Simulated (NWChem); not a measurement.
# InSiH5 (SMILES [SiH3][InH2]) at TPSSh/def2-SVP (core potential)

What is the vertical ionisation energy of InSiH5 at TPSSh/def2-SVP (core potential)? 

The results are computed with NWChem 7.3.0.

1 further run of the same task is left out (it didn't finish).

### 1 Starting point

InSiH5 has 7 atoms, charge 0, and is taken as a singlet. As SMILES, `[SiH3][InH2]`. Geometry: relaxed at PBE0-D4/def2-TZVP.

Bond lengths: Si1–In2 2.575 Å, Si1–H3 1.488 Å, Si1–H4 1.491 Å, Si1–H5 1.491 Å, In2–H6 1.729 Å, In2–H7 1.730 Å. Angles: Si1–In2–H6 122.1°, Si1–In2–H7 119.9°, In2–Si1–H3 113.2°, In2–Si1–H4 110.5°, In2–Si1–H5 110.1°, H6–In2–H7 118.0°, H3–Si1–H4 107.8°, H3–Si1–H5 107.7°, H4–Si1–H5 107.3°.

### 2 The energy at TPSSh/def2-SVP (core potential)

Input file h5insi.xyz:

```xyz
7
H5InSi energy
Si    -0.667100    -0.641500    -0.642100
In     0.830800     0.837600     0.840500
H     -2.119900    -0.371100    -0.463600
H     -0.432000    -2.083300    -0.345900
H     -0.338000    -0.425500    -2.080000
H      0.179100     2.062100     1.872000
H      2.547100     0.621800     0.819100
```

Input file h5insi.nw:

```
START h5insi
TITLE "H5InSi energy"
memory 2200 mb

GEOMETRY units angstrom noautosym nocenter noautoz
load format xyz h5insi.xyz
END

BASIS "ao basis" spherical bse
* library def2-SVP
END

ECP bse
In library def2-SVP
END

DFT
xc xctpssh
grid lebedev 75 11
convergence energy 1e-08
maxiter 100
mulliken
noprint "final vectors analysis"
END

TASK dft energy
```

Run with:

```sh
$ nwchem h5insi.nw > h5insi.out
```

The log of the run:

```text
[...]
          Wavefunction type:  closed shell.
          No. of atoms     :     7
          No. of electrons :    40
[...]
          Charge           :     0
          Spin multiplicity:     1
[...]
          AO basis - number of functions:    69
[...]
              XC Information
              --------------
                  TPSS hybrid Method XC Functional
                     Hartree-Fock (Exact) Exchange  0.100
                  TPSS metaGGA Exchange Functional  0.900
             TPSS03 metaGGA Correlation Functional  1.000
[...]
 d= 0,ls=0.0,diis     1   -482.4331010647 -5.86D+02  1.08D-02  1.03D-01     1.1
[...]
 d= 0,ls=0.0,diis     7   -482.4569489126 -4.31D-09  1.13D-06  3.39D-09     5.5
         Total DFT energy =     -482.456948912607
      One electron energy =     -944.848682739762
           Coulomb energy =      398.337057288146
    Exchange-Corr. energy =      -39.397209137722
 Nuclear repulsion energy =      103.451885676730
[...]
      Total Density - Mulliken Population Analysis
     ---------------------------------------------
    Atom       Charge   Shell Charges
 -----------   ------   -------------------------------------------------------
    1 Si  14    13.88   2.00  1.98  1.04  0.27  5.93  1.30  1.24  0.11
    2 In  21    20.69  -0.60  2.60  1.00  0.26  2.79  3.22  1.11  0.27  9.60  0.44
    3 H    1     1.06   0.74  0.31  0.01
    4 H    1     1.07   0.74  0.31  0.01
    5 H    1     1.07   0.74  0.32  0.01
    6 H    1     1.12   0.68  0.43  0.01
    7 H    1     1.12   0.68  0.43  0.01
[...]
```

Wall time 6.3 s (1 thread of AMD EPYC 9R14 (Zen 4), shared host); peak memory 0.11 GiB.

### 3 The doublet cation

Input file mymol.nw:

```
start mymol
title "H5InSi"
memory total 2200 mb
charge 1

geometry noautosym nocenter noautoz
Si    -0.667100    -0.641500    -0.642100
In     0.830800     0.837600     0.840500
H     -2.119900    -0.371100    -0.463600
H     -0.432000    -2.083300    -0.345900
H     -0.338000    -0.425500    -2.080000
H      0.179100     2.062100     1.872000
H      2.547100     0.621800     0.819100
end

basis spherical bse
* library def2-SVP
end

ecp bse
In library def2-SVP
end

dft
xc xctpssh
mult 2
grid lebedev 75 11
convergence energy 1e-08
iterations 100
mulliken
print low
end

task dft energy
```

Run with:

```sh
$ nwchem mymol.nw > mymol.out
```

The log of the run:

```text
[...]
 d= 0,ls=0.0,diis     1   -482.0557444718 -5.86D+02  6.80D-03  1.51D-01     1.4
[...]
 d= 0,ls=0.0,diis    11   -482.1125178039 -3.72D-09  1.40D-06  1.46D-09    11.5
[...]
         Total DFT energy =     -482.112517803913
      One electron energy =     -935.472191016981
           Coulomb energy =      389.028399382355
    Exchange-Corr. energy =      -39.120611846017
 Nuclear repulsion energy =      103.451885676730
[...]
      Total Density - Mulliken Population Analysis
     ---------------------------------------------
    Atom       Charge   Shell Charges
 -----------   ------   -------------------------------------------------------
    1 Si  14    13.74   2.00  1.98  1.12  0.22  5.93  1.29  1.07  0.12
    2 In  21    20.45  -0.60  2.60  1.11  0.19  2.78  3.23  0.98  0.11  9.61  0.43
    3 H    1     0.95   0.72  0.22  0.01
    4 H    1     0.95   0.72  0.22  0.01
    5 H    1     0.95   0.72  0.22  0.01
    6 H    1     0.98   0.65  0.32  0.01
    7 H    1     0.98   0.65  0.32  0.01
[...]
      <S2> =      0.7547 (Exact =     0.7500)
[...]
```

Run time: 12 s. Hardware: 1 thread of AMD EPYC 9R14 (Zen 4), shared host; peak memory 0.11 GiB.

### 4 Outcome

Level: TPSSh/def2-SVP (core potential).

| quantity | value |
| --- | --- |
| singlet InSiH5: total energy | -482.45695 Eh |
| singlet InSiH5: dipole moment | 0.14 D |
| doublet cation: total energy | -482.11252 Eh |
| doublet cation: ⟨S²⟩ | 0.755 |
| vertical ionisation energy (to the doublet cation) | 9.372 eV |

The vertical ionisation energy comes to 9.37 eV (216 kcal/mol).
